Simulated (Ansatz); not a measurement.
# SiC: the cost of one run

Method: DFT, PBE0, norm-conserving potentials, task dielectric, in Ansatz 0.2 development build.

## (1) The starting structure

Symmetry: P6_3mc, No. 186, hexagonal system. The conventional cell has a = 3.079 Å, b = 3.079 Å, c = 5.053 Å, α = 90.00°, β = 90.00°, γ = 120.00°. Si (site symmetry 3m) has 4 C at 1.89 Å as nearest neighbours. C (site symmetry 3m) is surrounded by 4 Si at 1.89 Å.

Structure file:

```
Si C
1.0
     3.07900    0.00000    0.00000
    -1.53950    2.66649    0.00000
     0.00000    0.00000    5.05300
Si C
2 2
Direct
  0.33333 0.66667 0.00000
  0.66667 0.33333 0.50000
  0.33333 0.66667 0.37500
  0.66667 0.33333 0.87500
```

## (2) The run

The input, input.yaml:

```yaml
crystal:
  lattice:
    - [3.079, 0, 0]
    - [-1.5395, 2.666492218252, 0]
    - [0, 0, 5.053]
  atoms:
    - { symbol: Si, position: [0.3333333333333, 0.6666666666667, 0] }
    - { symbol: Si, position: [0.6666666666667, 0.3333333333333, 0.5] }
    - { symbol: C, position: [0.3333333333333, 0.6666666666667, 0.375] }
    - { symbol: C, position: [0.6666666666667, 0.3333333333333, 0.875] }
kpoints:
  mp_grid: { grid: [6, 6, 4] }
hamiltonian:
  xc: pbe0
  pseudopotentials: { kind: nc }
scf:
  occupations: { method: fixed }
  exx: { build: pair_densities }
dielectric: {}
```

Started as:

```console
ansatz run input.yaml --threads 16 --backend cuda --devices 0, --max-vram 3000MiB --events-out ev
```

What time and memory should one allow on 1 × NVIDIA GB300 with 16 threads of Arm Neoverse V2 (Grace), shared host?

About 70 s, with a peak of 2.2 GiB on the host and 2.5 GiB on a GPU.
